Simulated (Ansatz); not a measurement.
# GeH7OSi: the cost of one run

Program: Ansatz 0.2.0. Level of theory: UKS B3LYP-D4/def2-SVP. These are calculated values, not measurements.

### 1 The system as given

Bond lengths: Si2–O3 1.621 Å, Si2–H5 1.447 Å, Si2–H6 1.458 Å, O3–H7 0.953 Å, Ge4–H8 1.527 Å, Ge4–H9 1.544 Å, Ge4–H10 1.530 Å. Angles: Si2–O3–H7 123.8°, O3–Si2–H5 102.6°, O3–Si2–H6 112.0°, H5–Si2–H6 117.0°, H8–Ge4–H9 101.6°, H8–Ge4–H10 100.6°, H9–Ge4–H10 101.8°.

As a file:

```xyz
10

H    -0.3607    0.0454    0.3562
Si    0.4391    1.6999    0.0156
O     0.7762    1.7651   -1.5683
Ge   -0.6983   -1.9083    0.5792
H     1.7507    1.7835    0.6219
H    -0.5373    2.7086    0.4076
H     0.1333    1.6096   -2.2544
H     0.3532   -2.2587    1.6302
H    -1.8028   -2.9429    0.8866
H    -0.0534   -2.5021   -0.6747
```

### 2 A restrained relaxation towards end A

Springs on the bonds that form and break draw the guess towards this end; the thresholds are loose.

input.yaml

```yaml
crystal:
  periodic: [false, false, false]
  atoms:
    - { symbol: H, position_ang: [-0.3607, 0.0454, 0.3562] }
    - { symbol: Si, position_ang: [0.4391, 1.6999, 0.0156] }
    - { symbol: O, position_ang: [0.7762, 1.7651, -1.5683] }
    - { symbol: Ge, position_ang: [-0.6983, -1.9083, 0.5792] }
    - { symbol: H, position_ang: [1.7507, 1.7835, 0.6219] }
    - { symbol: H, position_ang: [-0.5373, 2.7086, 0.4076] }
    - { symbol: H, position_ang: [0.1333, 1.6096, -2.2544] }
    - { symbol: H, position_ang: [0.3532, -2.2587, 1.6302] }
    - { symbol: H, position_ang: [-1.8028, -2.9429, 0.8866] }
    - { symbol: H, position_ang: [-0.0534, -2.5021, -0.6747] }
magnetization:
  spin_polarized: true
  initial_magnetization: 1
basis:
  gaussian: { orbitals: def2-SVP }
hamiltonian:
  xc: b3lyp
  dispersion: d4
relax:
  f_tol: 0.15
  max_steps: 25
  restrain:
    - { distance: [0, 3], at: 2.81, k: 30.0 }
    - { distance: [1, 0], at: 1.42, k: 30.0 }
output:
  orbitals: {}
```

Command:

```
$ ansatz run input.yaml --threads 4 --pin off --max-ram 5120MiB --backend cpu --events-out ev --progress --plain --runs-dir out
```

What time and memory should one allow on 4 threads of Arm Neoverse N1, shared host?

About 24 s, with a peak of 0.3 GiB.
